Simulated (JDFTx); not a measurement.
# InSb3 under changes of volume

One of the cells (27.758 Å³/atom); the others are scaled copies at fixed shape and fractional positions:

```
Sb In
1.0
     4.80637    0.00000    0.00000
     0.00000    4.80637    0.00000
     0.00000    0.00000    4.80637
Sb In
3 1
Direct
  0.50000 0.50000 0.00000
  0.00000 0.50000 0.50000
  0.50000 0.00000 0.50000
  0.00000 0.00000 0.00000
```

The cell comes from a database or a generator and needn't be the stable form of this composition.

```yaml
Program: JDFTx 1.7.0 (patched build)
Functional: PBEsol
Potentials_or_basis: PseudoDojo-SR-PBEsol-0.4.1-standard with smoothed tails
Cutoff: 1088 eV
Density_cutoff: 8708 eV
k_mesh: 6 × 6 × 6
Occupations: fermi-dirac, width 0.05 eV
Spin: no spin polarisation
```

| volume (Å³/atom) | energy over the lowest point (meV/atom) | pressure (GPa) |
| --- | --- | --- |
| 26.093 | 0.44 | 0.7 |
| 26.648 | 0.00 | -0.6 |
| 27.203 | 3.74 | -1.7 |
| 27.758 | 11.20 | -2.7 |
| 28.313 | 21.98 | -3.6 |
| 28.868 | ? | ? |
| 29.424 | 51.81 | -5.0 |

**Question.** What does the run at 28.868 Å³/atom give?

**Answer.** Energy over the lowest point 35.65 meV/atom; pressure -4.4 GPa.

Worked out: A Birch-Murnaghan fit of order 3 (a polynomial in V^(-2/3)) to the other rows has its minimum at 26.42 Å³/atom with B0 = V·E''(V) = 61 GPa and B' = 5.0. It gives 35.60 meV/atom at 28.868 Å³/atom, against the run's 35.65, and -dE/dV = -4.3 GPa, against -4.4.

Energies are extrapolated to zero smearing.
